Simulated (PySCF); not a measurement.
# BH7N2Si2: the cost of one run

Computed with PySCF 2.14.0, with density-fitted response routines of our own, on a single molecule in the gas phase. Atoms are numbered from 0 throughout.

## 1. Starting geometry

12 atoms, charge 0, multiplicity 1; geometry from: PBE0-D3(BJ)/def2-SVP.

Bonds of the start (Å): B0–N1 1.40, N1–Si2 1.78, Si2–N3 1.75, N3–Si4 1.75, Si4–N1 1.78, B0–H5 1.21, B0–H6 1.21, Si2–H7 1.49, Si2–H8 1.49, N3–H9 1.01, Si4–H10 1.49, Si4–H11 1.49.

## 2. Core holes by ΔSCF: SCAN, X2C

The job: settings as JSON, then the geometry in Å.

```
{"job": {"kind": "xps"}, "charge": 0, "multiplicity": 1}
B     -1.249773    -0.613420     1.113725
N     -0.208027    -0.042833     0.369032
Si    -0.019012     1.488166    -0.512593
N      1.595180     0.947820    -0.897695
Si     1.438884    -0.566770    -0.044713
H     -1.102667    -1.704300     1.625904
H     -2.298462    -0.015924     1.244943
H     -0.946734     1.648531    -1.672327
H     -0.121685     2.707319     0.343635
H      2.350790     1.364126    -1.422930
H      2.336169    -0.751604     1.134816
H      1.501427    -1.801077    -0.883317
```

Level: delta-SCF UKS SCAN, pcX-2 on the ionised atom, pcseg-1 elsewhere, spin-free X2C.

Command:

```sh
$ OMP_NUM_THREADS=1 python probes_run.py task.json out
```

The driver reads the jobs from task.json and runs them one after another.

**Question.** How long does this first job take on 1 thread of Arm Neoverse V1, shared host, and how much memory does it need?

About 33 s, with a peak of 0.6 GiB.
